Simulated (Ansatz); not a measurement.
# ScSbTe3: the cost of one run

Computed with Ansatz 0.2.0 (DFT PBE, scalar-relativistic, plane waves, PAW, unless a step's input says otherwise).

**1. The system as given**

Symmetry: Pm-3m, No. 221, cubic system. Conventional cell: a = 5.587 Å, b = 5.587 Å, c = 5.587 Å, α = 90.00°, β = 90.00°, γ = 90.00°. Sc (site symmetry m-3m) has 6 Te at 2.79 Å as nearest neighbours. Around Sb (site symmetry m-3m) lie 12 Te at 3.95 Å. Te (site symmetry 4/mmm) has 2 Sc at 2.79 Å and 4 Sb at 3.95 Å as nearest neighbours.

Structure file:

```cif
data_structure
_symmetry_space_group_name_H-M 'Pm-3m'
_symmetry_Int_Tables_number 221
_cell_length_a 5.5870
_cell_length_b 5.5870
_cell_length_c 5.5870
_cell_angle_alpha 90.000
_cell_angle_beta 90.000
_cell_angle_gamma 90.000
_cell_volume 174.39
loop_
_atom_site_label
_atom_site_type_symbol
_atom_site_symmetry_multiplicity
_atom_site_Wyckoff_symbol
_atom_site_fract_x
_atom_site_fract_y
_atom_site_fract_z
_atom_site_occupancy
Sc1 Sc 1 b 0.50000 0.50000 0.50000 1
Sb1 Sb 1 a 0.00000 0.00000 0.00000 1
Te1 Te 3 c 0.00000 0.50000 0.50000 1
```

A structure generator made this guess: random cell by space group and Wyckoff sites (Pm-3m, No. 221). The dimensions are guesses.

**2. Probe: one point on a coarse mesh**

File input.yaml:

```yaml
crystal:
  lattice:
    - [5.58697994, 0.0, 0.0]
    - [0.0, 5.58697994, 0.0]
    - [0.0, 0.0, 5.58697994]
  atoms:
    - { symbol: Sc, position: [0.5, 0.5, 0.5] }
    - { symbol: Sb, position: [0.0, 0.0, 0.0] }
    - { symbol: Te, position: [0.0, 0.5, 0.5] }
    - { symbol: Te, position: [0.5, 0.0, 0.5] }
    - { symbol: Te, position: [0.5, 0.5, 0.0] }
basis:
  ecutwfc: 420
kpoints:
  mp_grid: { grid: [4, 4, 4] }
hamiltonian:
  xc: pbe
scf:
  occupations: { method: gaussian, width: 0.1 }
  lower_state_search: "off"
output:
  forces: true
  stress: true
  eigenvalues: true
```

Command:

```bash
ansatz run input.yaml --threads 1 --pin off --max-ram 2560MiB --backend cpu --events-out ev --progress --plain --runs-dir out
```

**Question.** How long does this run take on 1 thread of Intel Xeon Platinum 8488C (Sapphire Rapids), shared host, and how much memory does it need?

About 5.3 s, with a peak of 0.47 GiB.
